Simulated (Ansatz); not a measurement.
**C₄H₉Ga: a ladder of functionals and wavefunction methods**

An exercise on one series of results from a longer session: the logs are not shown, and one member is left open.

The runs use Ansatz 0.2.0, Gaussian basis; functionals in def2-TZVPP, the program's frozen cores in correlated methods.

The runs, in order: LDA (SPW92), PBE-D4, revPBE-D4, BLYP-D4, r2SCAN-D4, B97M-V, PBE0-D4, B3LYP-D4, r2SCANh-D4, r2SCAN0-D4, HSE06-D4, BHLYP-D4, CAM-B3LYP-D4, LC-ωPBE, ωB97X-V, ωB97M-V, B2PLYP, PBE-QIDH; CCSD(T)/def2-SVP; MP2/def2-TZVPP; MP2/def2-QZVPP; RPA on PBE.

## The relaxed structure

An earlier PBE0-D4 in a triple-zeta def2 set relaxation fixed the geometry.

14 atoms, charge 0, spin multiplicity 1.

Atoms are counted from 1 here; the program's logs count them from 0.

Bond lengths: C1–C2 1.360 Å, C1–H6 1.085 Å, C1–H7 1.083 Å, C2–C3 1.497 Å, C2–C4 1.469 Å, C3–H8 1.094 Å, C3–H9 1.090 Å, C3–H10 1.093 Å, C4–Ga5 2.028 Å, C4–H11 1.087 Å, C4–H12 1.085 Å, Ga5–H13 1.563 Å, Ga5–H14 1.561 Å. Angles: C2–C1–H6 121.4°, C2–C1–H7 120.9°, H6–C1–H7 117.2°, C1–C2–C3 120.7°, C1–C2–C4 121.4°, C3–C2–C4 117.1°, C2–C3–H8 109.0°, C2–C3–H9 112.1°, C2–C3–H10 110.9°, H8–C3–H9 108.8°, H8–C3–H10 107.0°, H9–C3–H10 108.9°, C2–C4–Ga5 80.6°, C2–C4–H11 115.6°, C2–C4–H12 115.1°, Ga5–C4–H11 108.0°, Ga5–C4–H12 121.0°, H11–C4–H12 112.9° and more.

The first run:

Input file in.yaml:

```yaml
crystal:
  periodic: [false, false, false]
  atoms:
    - {symbol: C, position_ang: [-0.303720, 1.440622, -0.116965]}
    - {symbol: C, position_ang: [-0.097431, 0.230179, 0.468742]}
    - {symbol: C, position_ang: [1.193705, -0.071457, 1.162756]}
    - {symbol: C, position_ang: [-1.015568, -0.894343, 0.245901]}
    - {symbol: Ga, position_ang: [-0.355654, -0.622219, -1.652098]}
    - {symbol: H, position_ang: [-1.262888, 1.703379, -0.550035]}
    - {symbol: H, position_ang: [0.441504, 2.223393, -0.052882]}
    - {symbol: H, position_ang: [0.994493, -0.243892, 2.224803]}
    - {symbol: H, position_ang: [1.910760, 0.744103, 1.068176]}
    - {symbol: H, position_ang: [1.644398, -0.986199, 0.769157]}
    - {symbol: H, position_ang: [-2.074342, -0.648734, 0.272707]}
    - {symbol: H, position_ang: [-0.777294, -1.798854, 0.795327]}
    - {symbol: H, position_ang: [1.104744, -1.059590, -1.997498]}
    - {symbol: H, position_ang: [-1.402720, -0.016397, -2.638109]}
basis:
  gaussian: {orbitals: def2-TZVPP}
hamiltonian: {xc: lda}
output: {orbitals: {seedname: orbitals}}
```

Among the steps run: LDA; PBE-D4 (GGA); revPBE-D4 (GGA); BLYP-D4 (GGA); r2SCAN-D4 (meta-GGA); B97M-V (meta-GGA); PBE0-D4 (hybrid); B3LYP-D4 (hybrid); r2SCANh-D4 (hybrid); r2SCAN0-D4 (hybrid); HSE06-D4 (hybrid); BHLYP-D4 (hybrid); CAM-B3LYP-D4 (range-separated); LC-ωPBE (range-separated); ωB97X-V (range-separated); ωB97M-V (range-separated); B2PLYP (double hybrid); PBE-QIDH (double hybrid).

One table of the session follows, with a row left open; its other results are not shown here.

It belongs to the step «Frontier levels by functional». 

| functional | HOMO (eV) | gap (eV) |
| --- | --- | --- |
| LDA (SPW92) | -5.88 | 4.47 |
| PBE-D4 | -5.70 | 4.48 |
| revPBE-D4 | -5.62 | 4.49 |
| BLYP-D4 | -5.53 | 4.44 |
| r2SCAN-D4 | ? | ? |
| B97M-V | -5.91 | 4.88 |
| PBE0-D4 | -6.69 | 6.38 |
| B3LYP-D4 | -6.49 | 5.95 |
| r2SCANh-D4 | -6.25 | 5.59 |
| r2SCAN0-D4 | -6.81 | 6.64 |
| HSE06-D4 | -6.29 | 5.61 |
| BHLYP-D4 | -7.55 | 8.09 |
| CAM-B3LYP-D4 | -7.92 | 8.57 |
| LC-ωPBE | -9.20 | 10.95 |
| ωB97X-V | -8.87 | 10.51 |
| ωB97M-V | -8.78 | 10.17 |

Q: Estimate the row for r2SCAN-D4 from the others.

Worked estimate for «HOMO (eV)». Against the share of exact exchange, r2SCANh-D4 (0.1, -6.25), r2SCAN0-D4 (0.25, -6.81) give a slope of -3.73 per unit share; at 0 the line stands at -5.88.

The run gave: HOMO (eV): -5.87; gap (eV): 4.88. In «HOMO (eV)» the line misses by -0.01.
